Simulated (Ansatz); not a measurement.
# CH5NOSi: small, medium and large basis sets

One table from this session's results is given with a row withheld; the runs are named, their logs left out.

Method: one geometry, several basis sets; program: Ansatz 0.2.0, Gaussian basis.

The runs, in order: PBE0-D4/def2-SVP; ωB97M-V/def2-SVP; PBE0-D4/def2-QZVPP; ωB97M-V/def2-QZVPP; the functionals' def2-TZVPP values are taken from earlier runs.

### The relaxed structure

The geometry comes from an earlier relaxation with PBE0-D4 in a triple-zeta def2 set; it is a stationary point, not always the lowest conformer.

SMILES `NC(=O)[SiH3]`, 9 atoms, charge 0, spin multiplicity 1.

Atoms are counted from 1 here; the program's logs count them from 0.

Bond lengths: N1–C2 1.354 Å, N1–H5 1.009 Å, N1–H6 1.003 Å, C2–O3 1.216 Å, C2–Si4 1.923 Å, Si4–H7 1.482 Å, Si4–H8 1.482 Å, Si4–H9 1.491 Å. Angles: C2–N1–H5 119.1°, C2–N1–H6 121.7°, H5–N1–H6 119.2°, N1–C2–O3 122.8°, N1–C2–Si4 118.7°, O3–C2–Si4 118.4°, C2–Si4–H7 107.6°, C2–Si4–H8 107.6°, C2–Si4–H9 111.8°, H7–Si4–H8 110.6°, H7–Si4–H9 109.6°, H8–Si4–H9 109.6°.

Coordinates:

```xyz
9
CH5NOSi
N     0.4840    1.3542   -0.6018
C     0.5852    0.0068   -0.5160
O     1.3964   -0.6354   -1.1550
Si   -0.6031   -0.9359    0.6658
H     1.1045    1.8538   -1.2204
H    -0.1917    1.8681   -0.0667
H    -1.3845   -1.8923   -0.1526
H     0.2288   -1.6577    1.6568
H    -1.5311   -0.0079    1.3728
```

The first run:

File in.yaml:

```yaml
crystal:
  periodic: [false, false, false]
  atoms:
    - {symbol: N, position_ang: [0.483971, 1.354198, -0.601831]}
    - {symbol: C, position_ang: [0.585206, 0.006759, -0.516023]}
    - {symbol: O, position_ang: [1.396400, -0.635363, -1.154985]}
    - {symbol: Si, position_ang: [-0.603148, -0.935918, 0.665837]}
    - {symbol: H, position_ang: [1.104547, 1.853844, -1.220421]}
    - {symbol: H, position_ang: [-0.191665, 1.868123, -0.066665]}
    - {symbol: H, position_ang: [-1.384475, -1.892342, -0.152638]}
    - {symbol: H, position_ang: [0.228835, -1.657705, 1.656762]}
    - {symbol: H, position_ang: [-1.531073, -0.007896, 1.372763]}
basis:
  gaussian: {orbitals: def2-SVP}
hamiltonian: {xc: pbe0, dispersion: d4}
output: {orbitals: {seedname: orbitals}}
```

Launch:

```sh
> ansatz run in.yaml --threads 2 --pin off --events-out ev --progress --plain --max-ram 4352MiB
```

Among the steps run: PBE0-D4 in def2-SVP; ωB97M-V in def2-SVP; PBE0-D4 in def2-QZVPP; ωB97M-V in def2-QZVPP.

One of the session's tables, all rows but one given; the rest of the session is left out.

| functional | basis | HOMO (eV) | LUMO (eV) |
| --- | --- | --- | --- |
| PBE0-D4 | def2-SVP | -6.92 | -0.02 |
| PBE0-D4 | def2-TZVPP | -7.13 | -0.32 |
| PBE0-D4 | def2-QZVPP | -7.18 | -0.40 |
| ωB97M-V | def2-SVP | -9.22 | 2.17 |
| ωB97M-V | def2-TZVPP | ? | ? |
| ωB97M-V | def2-QZVPP | -9.51 | 1.42 |

**Question.** Estimate the row for ωB97M-V, def2-TZVPP.

As computed: HOMO (eV): -9.46; LUMO (eV): 1.80. In the column «HOMO (eV)» it lies between ωB97M-V, def2-QZVPP (-9.51) and ωB97M-V, def2-SVP (-9.22).
